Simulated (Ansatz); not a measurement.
**BrH3OSiZn: single points with varied inputs**

Aim: run BrH3OSiZn under a spread of inputs, and see what each costs and gives.

Program: Ansatz 0.2.0, Gaussian basis. Level of theory: the settings change from run to run. These are calculated values, not measurements.

### Step 1. The relaxed structure

An earlier PBE0-D4 in a triple-zeta def2 set relaxation fixed the geometry.

SMILES `[ZnH][O][SiH2]Br`, 7 atoms, charge 0, spin multiplicity 1.

Atoms are counted from 1 here; the program's logs count them from 0.

Bond lengths: Zn1–O2 1.796 Å, Zn1–H5 1.511 Å, O2–Si3 1.604 Å, Si3–Br4 2.258 Å, Si3–H6 1.481 Å, Si3–H7 1.481 Å. Angles: O2–Zn1–H5 175.1°, Zn1–O2–Si3 126.9°, O2–Si3–Br4 107.7°, O2–Si3–H6 112.9°, O2–Si3–H7 112.9°, Br4–Si3–H6 105.8°, Br4–Si3–H7 105.8°, H6–Si3–H7 111.0°.

Geometry (Å):

```tsv
atom	x (Å)	y (Å)	z (Å)
Zn1	-1.85602	0.52743	0.17039
O2	-0.27418	0.18173	0.94790
Si3	1.07732	-0.27923	0.21662
Br4	0.64941	-0.41961	-1.99555
H5	-3.23237	0.84459	-0.36579
H6	2.17318	0.70764	0.35356
H7	1.52388	-1.63035	0.62728
```

### Step 2. BLYP/x2c-TZVPPall

This run has atoms shaken by 0.08 Å, a grid of angular degree 11.

File in.yaml:

```yaml
crystal:
  periodic: [false, false, false]
  atoms:
    - {symbol: Zn, position_ang: [-1.785391, 0.435245, 0.100550]}
    - {symbol: O, position_ang: [-0.214394, 0.096548, 1.086665]}
    - {symbol: Si, position_ang: [1.073847, -0.452272, 0.304468]}
    - {symbol: Br, position_ang: [0.725610, -0.502970, -2.022132]}
    - {symbol: H, position_ang: [-3.235604, 0.975134, -0.288283]}
    - {symbol: H, position_ang: [2.227812, 0.775034, 0.365890]}
    - {symbol: H, position_ang: [1.551721, -1.623550, 0.616232]}
basis:
  gaussian: {orbitals: x2c-TZVPPall, final_grid: {core_spheres: 5, valence_spheres: 4, degree: 11}}
hamiltonian: {xc: {name: BLYP}}
```

Run with:

```console
> ansatz run in.yaml --threads 4 --pin off --events-out ev --progress --plain --max-ram 10444MiB
```

Log:

```text
Functional definition: BLYP
  name "BLYP"
  cite "Becke, Phys. Rev. A 38, 3098 (1988) doi:10.1103/PhysRevA.38.3098"
  cite "Lee, Yang & Parr, Phys. Rev. B 37, 785 (1988) doi:10.1103/PhysRevB.37.785"
  parameter beta = 0.0042
  parameter a = 0.04918
  parameter b = 0.132
  parameter c = 0.2533
  parameter d = 0.349
  exchange = b88_x(beta = beta)
  correlation = lyp_c(a = a, b = b, c = c, d = d)
1497 factors; their error is unknown
mean field evaluation 1: about -129776.9152 eV, gradient 9.5e1 eV
mean field evaluation 2: about -129618.0530 eV, gradient 2.7e2 eV
mean field evaluation 4: about -129785.1408 eV, gradient 5.4e1 eV
mean field evaluation 8: about -129789.2376 eV, gradient 6.5e-1 eV
mean field evaluation 16: about -129789.2304 eV, gradient 7.7e-4 eV
mean field -129789.23038609 eV, -4769.6662423886 hartree, gradient 6.6e-5 eV, S^2 0.000000; 0 other end points of the search recorded, 0 dependent functions left out
reference -129789.23086442 eV, -4769.6662599671 hartree; 45, 45 occupied and 182, 182 virtual orbitals, 1497 factors
Total energy: -129789.23086442 eV, -4769.6662599671 hartree
Relativity: scalar
```

Wall time 1.5 s (4 threads of Arm Neoverse V1, shared host); peak memory 0.31 GiB.

### Step 3. RPBE/cc-pVTZ-DK

Set apart from the defaults: D4 dispersion, relativity set to scalar.

File in.yaml:

```yaml
crystal:
  periodic: [false, false, false]
  atoms:
    - {symbol: Zn, position_ang: [-1.856021, 0.527428, 0.170389]}
    - {symbol: O, position_ang: [-0.274184, 0.181730, 0.947896]}
    - {symbol: Si, position_ang: [1.077318, -0.279233, 0.216623]}
    - {symbol: Br, position_ang: [0.649411, -0.419606, -1.995554]}
    - {symbol: H, position_ang: [-3.232374, 0.844593, -0.365795]}
    - {symbol: H, position_ang: [2.173175, 0.707642, 0.353563]}
    - {symbol: H, position_ang: [1.523875, -1.630354, 0.627278]}
basis:
  gaussian: {orbitals: cc-pVTZ-DK}
hamiltonian: {xc: {name: RPBE}, dispersion: d4, pseudopotentials: {relativity: scalar}}
```

Launched as before.

Log:

```text
Functional definition: RPBE
  name "RPBE"
  cite "Hammer, Hansen & Nørskov, Phys. Rev. B 59, 7413 (1999) doi:10.1103/PhysRevB.59.7413"
  cite "Perdew, Burke & Ernzerhof, Phys. Rev. Lett. 77, 3865 (1996) doi:10.1103/PhysRevLett.77.3865"
  parameter kappa = 0.804
  parameter beta = 0.06672455060314922
  exchange = rpbe_x(kappa = kappa, mu = beta*pi^2/3)
  correlation = pbe_c(beta = beta)
1513 factors; their error is unknown
mean field evaluation 1: about -129770.7976 eV, gradient 8.8e1 eV
mean field evaluation 2: about -129645.0185 eV, gradient 2.6e2 eV
mean field evaluation 4: about -129778.8210 eV, gradient 4.4e1 eV
mean field evaluation 8: about -129781.2493 eV, gradient 2.9e-1 eV
mean field evaluation 16: about -129781.1903 eV, gradient 1.2e-4 eV
mean field -129781.19027170 eV, -4769.3707736348 hartree, gradient 3.6e-5 eV, S^2 0.000000; 0 other end points of the search recorded, 0 dependent functions left out
reference -129781.19032233 eV, -4769.3707754953 hartree; 45, 45 occupied and 172, 172 virtual orbitals, 1513 factors
Total energy: -129781.79000437 eV, -4769.3928134039 hartree
Relativity: scalar
```

Wall time 2.4 s (4 threads of Arm Neoverse V1, shared host); peak memory 0.34 GiB.

### Step 4. MP2/def2-TZVPP

This run has charge +1, multiplicity 2, a grid of angular degree 11.

in.yaml, as its differences from that of step 3:

```diff
@@ -11,3 +11,7 @@
 basis:
-  gaussian: {orbitals: cc-pVTZ-DK}
-hamiltonian: {xc: {name: RPBE}, dispersion: d4, pseudopotentials: {relativity: scalar}}
+  gaussian: {orbitals: def2-TZVPP, final_grid: {core_spheres: 5, valence_spheres: 4, degree: 11}}
+total_charge: 1
+magnetization: {spin_polarized: true, initial_magnetization: 1}
+hamiltonian: {xc: {name: HF}}
+correlation: {method: mp2}
+output: {forces: true}
```

Same command.

Log, shortened:

```text
Functional definition: HF
  name "HF"
  cite "Fock, Z. Phys. 61, 126 (1930) doi:10.1007/BF01340294"
  parent pbe
[...]
1451 factors; integrals over basis functions are off by at most 1.1e-3 eV
[...]
mean field -128317.02351612 eV, -4715.5636378150 hartree, gradient 6.4e-6 eV, S^2 0.762346; 16 other end points of the search recorded, 0 dependent functions left out
20 core orbitals not correlated, not the lowest: weight in the atoms' cores, before any rotation towards them, 1.000 or more for the frozen orbitals, at most 0.000 for the correlated occupied ones
reference -128317.02351612 eV, -4715.5636378150 hartree; 25, 24 occupied and 182, 183 virtual orbitals, 1451 factors
second order -38.21969396 eV of doubles, -0.00000000 eV of singles
[...]
Total energy: -128355.24321008 eV, -4716.9681856618 hartree
Atom 0 at    -1.856021     0.527428     0.170389 Å, force    -2.848313     0.644880    -1.212215 eV/Å
Atom 1 at    -0.274184     0.181730     0.947896 Å, force    -0.440405     0.418982     2.521497 eV/Å
Atom 2 at     1.077318    -0.279233     0.216623 Å, force     3.719260    -1.451530    -3.603076 eV/Å
Atom 3 at     0.649411    -0.419606    -1.995554 Å, force    -0.108931     0.159831     1.106151 eV/Å
Atom 4 at    -3.232374     0.844593    -0.365795 Å, force     0.663045    -0.155540     0.235273 eV/Å
Atom 5 at     2.173175     0.707642     0.353563 Å, force    -0.481400     0.230171     0.470996 eV/Å
Atom 6 at     1.523875    -1.630354     0.627278 Å, force    -0.503256     0.153206     0.481373 eV/Å
Dipole moment:     0.037944     0.103584     0.975787 e Å
```

Wall time 98 s (4 threads of Arm Neoverse V1, shared host); peak memory 1.1 GiB.

Largest force 5.378 eV/Å, ⟨S²⟩ 0.762.

### Step 5. CAM-B3LYP/STO-3G

This run has D3(BJ) with three-body dispersion, the search for lower states set to off.

in.yaml, as its differences from that of step 4:

```diff
@@ -11,7 +11,5 @@
 basis:
-  gaussian: {orbitals: def2-TZVPP, final_grid: {core_spheres: 5, valence_spheres: 4, degree: 11}}
-total_charge: 1
-magnetization: {spin_polarized: true, initial_magnetization: 1}
-hamiltonian: {xc: {name: HF}}
-correlation: {method: mp2}
+  gaussian: {orbitals: STO-3G}
+hamiltonian: {xc: {name: CAM-B3LYP}, dispersion: d3bjatm}
+scf: {lower_state_search: off}
 output: {forces: true}
```

Same command.

Log, shortened:

```text
Functional definition: CAM-B3LYP
  name "CAM-B3LYP"
  cite "Yanai, Tew & Handy, Chem. Phys. Lett. 393, 51 (2004) doi:10.1016/j.cplett.2004.06.011"
  cite "Iikura, Tsuneda, Yanai & Hirao, J. Chem. Phys. 115, 3540 (2001) doi:10.1063/1.1383587"
  cite "Becke, Phys. Rev. A 38, 3098 (1988) doi:10.1103/PhysRevA.38.3098"
  cite "Lee, Yang & Parr, Phys. Rev. B 37, 785 (1988) doi:10.1103/PhysRevB.37.785"
  cite "Vosko, Wilk & Nusair, Can. J. Phys. 58, 1200 (1980) doi:10.1139/p80-159"
[...]
  # Exact exchange under (alpha + beta erf(omega r))/r, Becke's under what is left of 1/r.
[...]
555 factors; integrals over basis functions are off by at most 2.1e-4 eV
190 factors; integrals over basis functions are off by at most 2.4e-6 eV
[...]
mean field -126990.58845200 eV, -4666.8180482987 hartree, gradient 4.7e-6 eV, S^2 0.000000; 0 other end points of the search recorded, 0 dependent functions left out
[...]
reference -126990.58854506 eV, -4666.8180517186 hartree; 45, 45 occupied and 8, 8 virtual orbitals, 555 factors
Total energy: -126990.75959586 eV, -4666.8243377195 hartree
Atom 0 at    -1.856021     0.527428     0.170389 Å, force     3.454892    -0.717718     2.018450 eV/Å
Atom 1 at    -0.274184     0.181730     0.947896 Å, force    -8.344694     2.097341    -1.794696 eV/Å
Atom 2 at     1.077318    -0.279233     0.216623 Å, force     2.577928    -0.918862    -1.727017 eV/Å
Atom 3 at     0.649411    -0.419606    -1.995554 Å, force     0.162524    -0.013924     0.264555 eV/Å
Atom 4 at    -3.232374     0.844593    -0.365795 Å, force     3.033553    -0.699677     1.176391 eV/Å
Atom 5 at     2.173175     0.707642     0.353563 Å, force    -0.647093    -0.610716     0.117435 eV/Å
Atom 6 at     1.523875    -1.630354     0.627278 Å, force    -0.237110     0.863556    -0.055118 eV/Å
Dipole moment:     0.114382     0.019560     0.438188 e Å
Checks for a lower state left out: stability, starts, cluster_reference, orbital_swaps, neighbouring_geometries, increment
```

It took 2.1 s on 4 threads of Arm Neoverse V1, shared host.

Largest force 8.789 eV/Å, dipole 2.18 D.

### Step 6. BCCD(T)/def2-mTZVP

This run has 2 DIIS vectors.

in.yaml, as its differences from that of step 5:

```diff
@@ -11,5 +11,4 @@
 basis:
-  gaussian: {orbitals: STO-3G}
-hamiltonian: {xc: {name: CAM-B3LYP}, dispersion: d3bjatm}
-scf: {lower_state_search: off}
-output: {forces: true}
+  gaussian: {orbitals: def2-mTZVP}
+hamiltonian: {xc: {name: HF}}
+correlation: {method: bccd_t, diis_vectors: 2}
```

Same command.

Log, shortened:

```text
Functional definition: HF
  name "HF"
  cite "Fock, Z. Phys. 61, 126 (1930) doi:10.1007/BF01340294"
  parent pbe
[...]
1184 factors; integrals over basis functions are off by at most 7.9e-4 eV
[...]
mean field -128326.13994368 eV, -4715.8986603485 hartree, gradient 1.0e-6 eV, S^2 0.000000; 0 other end points of the search recorded, 0 dependent functions left out
20 core orbitals not correlated, not the lowest: weight in the atoms' cores, before any rotation towards them, 1.000 or more for the frozen orbitals, at most 0.000 for the correlated occupied ones
reference -128326.13994368 eV, -4715.8986603485 hartree; 25, 25 occupied and 79, 79 virtual orbitals, 1184 factors
second order -27.36363144 eV of doubles, -0.00000000 eV of singles
cycle   1  -24.15996000 eV  change     3.2e0 eV  update   1.6e-1
[...]
cycle  12  -25.72658899 eV  change    2.9e-5 eV  update   1.2e-5
perturbative correction -0.82945742 eV, -0.0304819979 hartree
Total energy: -128352.69599009 eV, -4716.8745770538 hartree
```

Run time: 20 s. Hardware: 4 threads of Arm Neoverse V1, shared host; peak memory 0.87 GiB.

### Step 7. r2SCANh/STO-3G

Options: unrestricted orbitals.

in.yaml, as its differences from that of step 6:

```diff
@@ -11,4 +11,4 @@
 basis:
-  gaussian: {orbitals: def2-mTZVP}
-hamiltonian: {xc: {name: HF}}
-correlation: {method: bccd_t, diis_vectors: 2}
+  gaussian: {orbitals: STO-3G}
+magnetization: {spin_polarized: true, initial_magnetization: 0}
+hamiltonian: {xc: {name: r2SCANh}}
```

The command is unchanged.

Log, shortened:

```text
Functional definition: r2SCANh
  name "r2SCANh"
  cite "Bursch, Neugebauer, Ehlert & Grimme, J. Chem. Phys. 156, 134105 (2022) doi:10.1063/5.0086040"
  cite "Furness, Kaplan, Ning, Perdew & Sun, J. Phys. Chem. Lett. 11, 8208 (2020) doi:10.1021/acs.jpclett.0c02405"
  cite "Furness, Kaplan, Ning, Perdew & Sun, J. Phys. Chem. Lett. 11, 9248 (2020) doi:10.1021/acs.jpclett.0c03077"
  parent r2scan
[...]
555 factors; integrals over basis functions are off by at most 2.1e-4 eV
[...]
mean field -126994.57070033 eV, -4666.9643932255 hartree, gradient 6.3e-6 eV, S^2 1.201295; 8 other end points of the search recorded, 0 dependent functions left out
reference -126994.57070652 eV, -4666.9643934529 hartree; 45, 45 occupied and 8, 8 virtual orbitals, 555 factors
Total energy: -126994.57070652 eV, -4666.9643934529 hartree
```

It took 24 s on 4 threads of Arm Neoverse V1, shared host; peak memory 0.36 GiB.

⟨S²⟩ 1.201. The spin excess of 1.20 shows a contaminated determinant.

### Step 8. B2GP-PLYP/cc-pVTZ

Set apart from the defaults: charge -1, multiplicity 2, atoms shaken by 0.15 Å.

File in.yaml:

```yaml
crystal:
  periodic: [false, false, false]
  atoms:
    - {symbol: Zn, position_ang: [-1.889111, 0.343429, 0.447055]}
    - {symbol: O, position_ang: [-0.513517, 0.420740, 0.864820]}
    - {symbol: Si, position_ang: [1.292464, -0.212110, 0.122816]}
    - {symbol: Br, position_ang: [0.690818, -0.578173, -2.260144]}
    - {symbol: H, position_ang: [-3.186132, 0.889337, -0.510361]}
    - {symbol: H, position_ang: [2.043496, 0.787683, 0.259969]}
    - {symbol: H, position_ang: [1.461602, -1.306065, 0.749233]}
basis:
  gaussian: {orbitals: cc-pVTZ}
total_charge: -1
magnetization: {spin_polarized: true, initial_magnetization: 1}
hamiltonian: {xc: {name: B2GP-PLYP}}
```

The command is unchanged.

Log, shortened:

```text
Functional definition: B2GP-PLYP
  name "B2GP-PLYP"
  cite "Karton, Tarnopolsky, Lamère, Schatz & Martin, J. Phys. Chem. A 112, 12868 (2008) doi:10.1021/jp801805p"
  cite "Becke, Phys. Rev. A 38, 3098 (1988) doi:10.1103/PhysRevA.38.3098"
  cite "Lee, Yang & Parr, Phys. Rev. B 37, 785 (1988) doi:10.1103/PhysRevB.37.785"
[...]
1417 factors; integrals over basis functions are off by at most 1.0e-3 eV
[...]
mean field -128395.87152813 eV, -4718.4612488112 hartree, gradient 4.0e-6 eV, S^2 0.756231; 5 other end points of the search recorded, 0 dependent functions left out
20 core orbitals not correlated, not the lowest: weight in the atoms' cores, before any rotation towards them, 1.000 or more for the frozen orbitals, at most 0.000 for the correlated occupied ones
reference -128395.87165393 eV, -4718.4612534341 hartree; 26, 25 occupied and 171, 172 virtual orbitals, 1417 factors
second order -47.01808824 eV of doubles, -0.00000000 eV of singles
Total energy: -128412.79816569 eV, -4719.0832912683 hartree
```

Wall time 29 s (4 threads of Arm Neoverse V1, shared host); peak memory 1 GiB.

⟨S²⟩ 0.756.

### Step 9. SVWN5/aug-pcseg-2

Options: finite nuclei, a point charge of -1.00 e beside it, relativity set to none.

File in.yaml:

```yaml
crystal:
  periodic: [false, false, false]
  atoms:
    - {symbol: Zn, position_ang: [-1.856021, 0.527428, 0.170389]}
    - {symbol: O, position_ang: [-0.274184, 0.181730, 0.947896]}
    - {symbol: Si, position_ang: [1.077318, -0.279233, 0.216623]}
    - {symbol: Br, position_ang: [0.649411, -0.419606, -1.995554]}
    - {symbol: H, position_ang: [-3.232374, 0.844593, -0.365795]}
    - {symbol: H, position_ang: [2.173175, 0.707642, 0.353563]}
    - {symbol: H, position_ang: [1.523875, -1.630354, 0.627278]}
basis:
  gaussian: {orbitals: aug-pcseg-2, nuclear_model: gaussian, point_charges: [{charge: -1.00, position_ang: [5.470, 0.243, -0.484]}]}
hamiltonian: {xc: {name: SVWN5}, pseudopotentials: {relativity: none}}
```

The command is unchanged.

Log:

```text
Functional definition: SVWN5
  name "SVWN5"
  cite "Dirac, Proc. Camb. Phil. Soc. 26, 376 (1930) doi:10.1017/S0305004100016108"
  cite "Slater, Phys. Rev. 81, 385 (1951) doi:10.1103/PhysRev.81.385"
  cite "Vosko, Wilk & Nusair, Can. J. Phys. 58, 1200 (1980) doi:10.1139/p80-159"
  exchange = slater_x
  correlation = vwn5_c
1643 factors; their error is unknown
mean field evaluation 1: about -128213.2795 eV, gradient 9.6e1 eV
mean field evaluation 2: about -128050.9845 eV, gradient 2.6e2 eV
mean field evaluation 4: about -128223.5556 eV, gradient 4.1e1 eV
mean field evaluation 8: about -128225.6182 eV, gradient 4.8e-1 eV
mean field evaluation 16: about -128225.5696 eV, gradient 3.0e-4 eV
mean field -128225.56960795 eV, -4712.2027686793 hartree, gradient 1.7e-5 eV, S^2 0.000000; 0 other end points of the search recorded, 0 dependent functions left out
reference -128225.56967700 eV, -4712.2027712168 hartree; 45, 45 occupied and 260, 260 virtual orbitals, 1643 factors
Total energy: -128225.56967700 eV, -4712.2027712168 hartree
```

Wall time 2.7 s (4 threads of Arm Neoverse V1, shared host); peak memory 0.56 GiB.

### Step 10. SPW92/def2-SVPD

in.yaml, as its differences from that of step 9:

```diff
@@ -11,3 +11,4 @@
 basis:
-  gaussian: {orbitals: aug-pcseg-2, nuclear_model: gaussian, point_charges: [{charge: -1.00, position_ang: [5.470, 0.243, -0.484]}]}
-hamiltonian: {xc: {name: SVWN5}, pseudopotentials: {relativity: none}}
+  gaussian: {orbitals: def2-SVPD}
+hamiltonian: {xc: {name: SPW92}}
+output: {forces: true}
```

The command is unchanged.

Log, shortened:

```text
Functional definition: SPW92
  name "SPW92"
  cite "Dirac, Proc. Camb. Phil. Soc. 26, 376 (1930) doi:10.1017/S0305004100016108"
  cite "Slater, Phys. Rev. 81, 385 (1951) doi:10.1103/PhysRev.81.385"
  cite "Perdew & Wang, Phys. Rev. B 45, 13244 (1992) doi:10.1103/PhysRevB.45.13244"
[...]
1423 factors; their error is unknown
[...]
mean field -128200.89068927 eV, -4711.2958351459 hartree, gradient 3.3e-5 eV, S^2 0.000000; 0 other end points of the search recorded, 0 dependent functions left out
[...]
reference -128200.89074531 eV, -4711.2958372052 hartree; 45, 45 occupied and 101, 101 virtual orbitals, 1423 factors
Total energy: -128200.89074531 eV, -4711.2958372052 hartree
Atom 0 at    -1.856021     0.527428     0.170389 Å, force     0.231526    -0.058937     0.043975 eV/Å
Atom 1 at    -0.274184     0.181730     0.947896 Å, force    -1.290177     0.394004     0.310174 eV/Å
Atom 2 at     1.077318    -0.279233     0.216623 Å, force     0.599024    -0.226735    -0.515213 eV/Å
Atom 3 at     0.649411    -0.419606    -1.995554 Å, force    -0.085637     0.021140    -0.021867 eV/Å
Atom 4 at    -3.232374     0.844593    -0.365795 Å, force     0.229841    -0.053754     0.081564 eV/Å
Atom 5 at     2.173175     0.707642     0.353563 Å, force     0.242099     0.266474     0.015027 eV/Å
Atom 6 at     1.523875    -1.630354     0.627278 Å, force     0.073325    -0.342192     0.086340 eV/Å
Dipole moment:    -0.218281     0.080485     0.172836 e Å
```

It took 1.1 s on 4 threads of Arm Neoverse V1, shared host.

Largest force 1.384 eV/Å, dipole 1.39 D.

### Step 11. All runs side by side

```tsv
level	charge	multiplicity	geometry	functions	energy (eV)	time
BLYP/x2c-TZVPPall	0	1	shaken	227	-129789.231	1.5 s
RPBE/cc-pVTZ-DK	0	1	relaxed	217	-129781.790	2.4 s
MP2/def2-TZVPP	1	2	relaxed	227	-128355.243	98 s
CAM-B3LYP/STO-3G	0	1	relaxed	53	-126990.760	2.1 s
BCCD(T)/def2-mTZVP	0	1	relaxed	124	-128352.696	20 s
r2SCANh/STO-3G	0	1	relaxed	53	-126994.571	24 s
B2GP-PLYP/cc-pVTZ	-1	2	shaken	217	-128412.798	29 s
SVWN5/aug-pcseg-2	0	1	relaxed, point charge	305	-128225.570	2.7 s
SPW92/def2-SVPD	0	1	relaxed	146	-128200.891	1.1 s
```

### Step 12. What came out

```
                                         quantity                   value
                                             runs                       9
                                         quickest  SPW92/def2-SVPD, 1.1 s
                                          slowest    MP2/def2-TZVPP, 98 s
spread of total energies, same state and geometry               2791.0 eV
                  dipole, same state and geometry          1.39 to 2.18 D
```

MP2/def2-TZVPP took 89 times as long as SPW92/def2-SVPD. The jobs differ in tasks and options as well as level. Total energies at one charge and spin differ by 2791 eV between levels, so only differences within one level mean anything. Some of these runs are scalar-relativistic and others not, which shifts the totals of all-electron atoms past neon by eV; core potentials, where a basis has them, take the core out of the total altogether. At the PBE0-D4/def2-TZVP geometry and in the same state, runs without warnings or point charges leave forces up to 8.79 eV/Å (CAM-B3LYP/STO-3G).
